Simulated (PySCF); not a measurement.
# [Pm(H2CO)]3+: other functionals and bases at one geometry

An exercise on one series of results from a longer session: the logs are not shown, and one member is left open.

Computed with PySCF 2.14.0. Level: several levels, as the steps say, no spin–orbit coupling.

1 further run of the same task is left out (for a known fault of the program).

**The starting structure**

5 atoms, charge 3, spin multiplicity 1.

Bond lengths: Pm1–O2 2.137 Å, O2–C3 1.266 Å, C3–H4 1.113 Å, C3–H5 1.113 Å. Angles: Pm1–O2–C3 180.0°, O2–C3–H4 119.3°, O2–C3–H5 119.3°, H4–C3–H5 121.4°.

Geometry (Å):

```xyz
5

Pm    0.00000    0.00000   -0.25045
O     0.00000    0.00000    1.88677
C     0.00000    0.00000    3.15295
H     0.97074    0.00000    3.69771
H    -0.97074    0.00000    3.69771
```

Formal oxidation states: Pm +3. Each metal's 4 4f electrons lie in its core potential, so multiplicities, spins and levels count the valence alone. An earlier session relaxed this geometry at PBE0, Pm lcecp-1-SVP with ECP50, O def2-SVP, C def2-SVP, H def2-SVP (singlet, point group C2v).

At PBE0 on the finer grid: E = -147.123187 Eh, HOMO -24.96 eV, LUMO -19.30 eV, Mulliken charge on Pm1 +2.47 e, largest force component 0.013 eV/Å. 

Levels to run: revPBE; TPSSh; PBE0, TZVP. Hardware: 2 threads of Arm Neoverse V1, shared host.

The first run:

run.py (the lines that set the calculation)

```python
mol = gto.M(atom='''
Pm     0.00000     0.00000    -0.25045
O      0.00000     0.00000     1.88677
C      0.00000     0.00000     3.15295
H      0.97074     0.00000     3.69771
H     -0.97074     0.00000     3.69771''',
    basis={'Pm': 'lcecp-1-SVP', 'O': 'def2-SVP', 'C': 'def2-SVP', 'H': 'def2-SVP'},
    ecp={'Pm': 'lcecp-1-SVP'},
    charge=3, spin=0)
mf = dft.RKS(mol, xc='PBE_R,PBE')
mf.grids.atom_grid = (75, 302)  # f atoms: unpruned, at least (60, 302)
mf = mf.density_fit()  # fitting sets: Pm AutoAux, O def2-universal-JKFIT, C def2-universal-JKFIT, H def2-universal-JKFIT
mf.conv_tol = 1e-08; mf.max_cycle = 55
mf.kernel(dm0)  # dm0: the density of the relaxed state
```

Started as:

```
OMP_NUM_THREADS=2 python run.py
```

Steps of the session up to this table: revPBE; TPSSh; PBE0, TZVP.

One of the session's tables, all rows but one given; the rest of the session is left out.

| level | HOMO (eV) | gap (eV) | charge on Pm1 (e) | dipole (D) | largest force component (eV/Å) |
| --- | --- | --- | --- | --- | --- |
| PBE0 (relaxed here) | -24.96 | 5.66 | 2.47 | 4.14 | 0.01 |
| revPBE | -23.61 | 3.29 | 2.40 | 4.54 | 0.61 |
| TPSSh | ? | ? | ? | ? | ? |
| PBE0, TZVP | -24.92 | 5.70 | 2.54 | 4.20 | 0.35 |

**Question.** Estimate the row for TPSSh.

The run gave: HOMO (eV): -24.24; gap (eV): 4.54; charge on Pm1 (e): 2.46; dipole (D): 4.27; largest force component (eV/Å): 0.59. In the column «HOMO (eV)» it lies between PBE0, TZVP (-24.92) and revPBE (-23.61).

The dipole of a charged species depends on the origin, so these sizes hold for this origin alone.

In one basis the HOMO–LUMO gap runs from 3.29 eV (revPBE) to 5.66 eV (PBE0). The largest leftover force, 0.61 eV/Å with revPBE, stands at a geometry relaxed at another level. With 4f in the core, its levels are missing from HOMO and gap, and its count is fixed, so no charge can pass from the ligands into it. Total energies of different levels can't be compared.
